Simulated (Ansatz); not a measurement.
# FGeH5O2Si: how energies converge with the basis set

One table from this session's results is given with a row withheld; the runs are named, their logs left out.

The runs use Ansatz 0.2.0, Gaussian basis; one geometry, several basis sets.

Plan: PBE0-D4/def2-SVP; ωB97M-V/def2-SVP; PBE0-D4/def2-QZVPP; ωB97M-V/def2-QZVPP; the functionals' def2-TZVPP values are taken from earlier runs.

## Structure used throughout

The geometry comes from an earlier relaxation with PBE0-D4 in a triple-zeta def2 set; it is a stationary point, not always the lowest conformer.

10 atoms, charge 0, spin multiplicity 1.

Atoms are counted from 1 here; the program's logs count them from 0.

Bond lengths: O1–Ge2 1.787 Å, O1–H6 0.961 Å, Ge2–Si3 2.391 Å, Ge2–H7 1.538 Å, Ge2–H8 1.541 Å, Si3–O4 1.641 Å, Si3–F5 1.600 Å, Si3–H9 1.486 Å, O4–H10 0.959 Å. Angles: Ge2–O1–H6 110.4°, O1–Ge2–Si3 105.3°, O1–Ge2–H7 107.8°, O1–Ge2–H8 108.1°, Si3–Ge2–H7 113.7°, Si3–Ge2–H8 112.5°, H7–Ge2–H8 109.1°, Ge2–Si3–O4 101.3°, Ge2–Si3–F5 111.6°, Ge2–Si3–H9 117.6°, O4–Si3–F5 110.4°, O4–Si3–H9 110.9°, F5–Si3–H9 105.1°, Si3–O4–H10 119.8°.

Set-up of the first run:

File in.yaml:

```yaml
crystal:
  periodic: [false, false, false]
  atoms:
    - {symbol: O, position_ang: [-1.248779, 0.471922, 1.735297]}
    - {symbol: Ge, position_ang: [-1.028836, 0.972383, 0.033656]}
    - {symbol: Si, position_ang: [0.771030, -0.368142, -0.791083]}
    - {symbol: O, position_ang: [1.062986, -1.341041, 0.497491]}
    - {symbol: F, position_ang: [2.061211, 0.518007, -1.123918]}
    - {symbol: H, position_ang: [-0.651247, -0.249386, 1.951955]}
    - {symbol: H, position_ang: [-0.731367, 2.481559, 0.021089]}
    - {symbol: H, position_ang: [-2.350087, 0.711809, -0.715809]}
    - {symbol: H, position_ang: [0.526231, -1.171558, -2.016705]}
    - {symbol: H, position_ang: [1.671956, -2.076853, 0.411026]}
basis:
  gaussian: {orbitals: def2-SVP}
hamiltonian: {xc: pbe0, dispersion: d4}
output: {orbitals: {seedname: orbitals}}
```

Among the steps run: PBE0-D4 in def2-SVP; ωB97M-V in def2-SVP; PBE0-D4 in def2-QZVPP; ωB97M-V in def2-QZVPP.

One table of the session follows, with a row left open; its other results are not shown here.

It belongs to the step «Density functionals: the series». 

| functional | basis | HOMO (eV) |
| --- | --- | --- |
| PBE0-D4 | def2-SVP | -8.01 |
| PBE0-D4 | def2-TZVPP | -8.14 |
| PBE0-D4 | def2-QZVPP | -8.18 |
| ωB97M-V | def2-SVP | ? |
| ωB97M-V | def2-TZVPP | -10.23 |
| ωB97M-V | def2-QZVPP | -10.26 |

Estimate the missing values for ωB97M-V, def2-SVP.

**Answer.** HOMO (eV): -10.07. In the column «HOMO (eV)» it lies between ωB97M-V, def2-TZVPP (-10.23) and PBE0-D4, def2-QZVPP (-8.18).
